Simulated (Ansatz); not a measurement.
Predict the output of the script below (Ansatz 0.2.0 through its Python package).

The script, `run_xc.py`:
```python
'''Functional comparison for MgTiH4 (totals differ with the potentials too).'''

import csv

import ansatz as az

system = (
    az.Lattice.of([3.148978, 0.0, 0.0], [0.0, 3.148978, 0.0], [0.0, 0.0, 4.697719])
    .atom('Mg', [0.5, 0.5, 0.5])
    .atom('Ti', [0.0, 0.0, 0.0])
    .atom('H', [0.0, 0.5, 0.76448])
    .atom('H', [0.5, 0.0, 0.76448])
    .atom('H', [0.0, 0.5, 0.23552])
    .atom('H', [0.5, 0.0, 0.23552])
)

job = (
    system.calculation()
    .basis(34 * az.Ry)
    .kpoints(7, 7, 5)
    .occupations(az.OccupationsMethod.FERMI_DIRAC, width=0.15)
    .scf(tolerance=1e-08)
    .band_table()
)

rows = []
for value in ['pbesol', 'lda', 'blyp', 'r2scan']:
    data = job.functional(value).run().report
    rows.append((value, data['free_energy_ev'] / len(data['lattice']['sites']), data['n_iterations'], data['gap_by_band_count_ev'], data['n_kpoints']))

with open('xc.csv', 'w', newline='') as handle:
    writer = csv.writer(handle)
    writer.writerow(['functional', 'F/atom (eV)', 'iterations', 'gap by band count (eV)', 'k-points'])
    writer.writerows([round(v, 5) if isinstance(v, float) else v for v in row] for row in rows)
print(open('xc.csv').read())
```

Output of `python run_xc.py`:
```text
DeckWarning: basis.ecutwfc = 462.593566181796 eV is below the records' recommended 500 eV, and the density's cutoff is lower with it unless basis.ecutrho_ratio is high enough to keep the records' density cutoff: compare with a run at a higher cutoff
functional,F/atom (eV),iterations,gap by band count (eV),k-points
pbesol,-741.76134,7,-1.39837,30
lda,-736.09942,7,-1.33381,30
blyp,-749.67354,8,-0.81126,30
r2scan,-749.44119,9,-1.07863,30
```
(Warnings from the package without file and line.)

Reading the output:
- The cutoff lies under the one recommended for these potentials in some of the runs.
- BLYP can be off by several per cent in the lattices of metals, and by several GPa in the pressure at a fixed cell.
- The mesh is modest for a metal, so energies can be off by several to tens of meV an atom and pressures by half a GPa or more; differences at equal mesh fare better.
- The smearing is wide enough that free energy and stress hold a thermal part of the electrons.
- A gap by band count of zero or less means overlapping bands, a metal.
- The structure comes from a database of computed cells and needn't be a stable or known phase.
- Gaps and levels are Kohn-Sham values on a finite set of k-points.
- Total energies of different functionals can't be compared; pressures, moments and gaps at this one structure can.

(Lines on the test bed's own set-up are left out of the output.)
